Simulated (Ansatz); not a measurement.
**CH8BInSi: basis-set convergence**

One table from this session's results is given with a row withheld; the runs are named, their logs left out.

Computed with Ansatz 0.2.0, Gaussian basis. Level: one geometry, several basis sets.

The runs, in order: PBE0-D4/def2-SVP; ωB97M-V/def2-SVP; PBE0-D4/def2-QZVPP; ωB97M-V/def2-QZVPP; the functionals' def2-TZVPP values are taken from earlier runs.

## Structure used throughout

The geometry comes from an earlier relaxation with PBE0-D4 in a triple-zeta def2 set; it is a stationary point, not always the lowest conformer. In takes the def2 core potential; no spin-orbit term is included.

12 atoms, charge 0, spin multiplicity 1.

Atoms are counted from 1 here; the program's logs count them from 0.

Bond lengths: Si1–B2 2.021 Å, Si1–H5 1.541 Å, Si1–H6 1.488 Å, Si1–H7 1.485 Å, B2–C3 1.483 Å, B2–H8 1.199 Å, C3–In4 2.331 Å, C3–H9 1.090 Å, C3–H10 1.090 Å, In4–H11 1.711 Å, In4–H12 1.712 Å. Angles: B2–Si1–H5 103.9°, B2–Si1–H6 116.5°, B2–Si1–H7 118.8°, H5–Si1–H6 102.1°, H5–Si1–H7 103.1°, H6–Si1–H7 109.8°, Si1–B2–C3 116.6°, Si1–B2–H8 120.2°, C3–B2–H8 121.7°, B2–C3–In4 81.0°, B2–C3–H9 123.2°, B2–C3–H10 121.9°, In4–C3–H9 95.7°, In4–C3–H10 110.0°, H9–C3–H10 112.5°, C3–In4–H11 124.2°, C3–In4–H12 106.3°, H11–In4–H12 128.0°.

Set-up of the first run:

The input, in.yaml:

```yaml
crystal:
  periodic: [false, false, false]
  atoms:
    - {symbol: Si, position_ang: [-0.870945, 1.439674, -0.081450]}
    - {symbol: B, position_ang: [-0.974033, -0.551376, -0.409466]}
    - {symbol: C, position_ang: [0.201087, -1.178759, -1.061310]}
    - {symbol: In, position_ang: [1.180657, -0.590323, 0.970237]}
    - {symbol: H, position_ang: [0.367748, 1.601756, 0.821562]}
    - {symbol: H, position_ang: [-0.516516, 2.287867, -1.251794]}
    - {symbol: H, position_ang: [-1.948722, 2.092026, 0.705149]}
    - {symbol: H, position_ang: [-1.825380, -1.207042, 0.121578]}
    - {symbol: H, position_ang: [0.903152, -0.625720, -1.685040]}
    - {symbol: H, position_ang: [0.271060, -2.256481, -1.209953]}
    - {symbol: H, position_ang: [0.496734, -0.931559, 2.501476]}
    - {symbol: H, position_ang: [2.792158, -0.134963, 0.613210]}
basis:
  gaussian: {orbitals: def2-SVP}
hamiltonian: {xc: pbe0, dispersion: d4}
output: {orbitals: {seedname: orbitals}}
```

Among the steps run: PBE0-D4 in def2-SVP; ωB97M-V in def2-SVP; PBE0-D4 in def2-QZVPP; ωB97M-V in def2-QZVPP.

One table of the session follows, with a row left open; its other results are not shown here.

It belongs to the step «Density functionals: the series». 

| functional | basis | HOMO (eV) | LUMO (eV) |
| --- | --- | --- | --- |
| PBE0-D4 | def2-SVP | -7.62 | -1.52 |
| PBE0-D4 | def2-TZVPP | -7.61 | -1.58 |
| PBE0-D4 | def2-QZVPP | -7.62 | -1.59 |
| ωB97M-V | def2-SVP | ? | ? |
| ωB97M-V | def2-TZVPP | -9.71 | 0.07 |
| ωB97M-V | def2-QZVPP | -9.71 | 0.01 |

Q: Estimate the row for ωB97M-V, def2-SVP from the others.

The run gave: HOMO (eV): -9.68; LUMO (eV): 0.21. In the column «HOMO (eV)» it lies between ωB97M-V, def2-QZVPP (-9.71) and PBE0-D4, def2-SVP (-7.62).
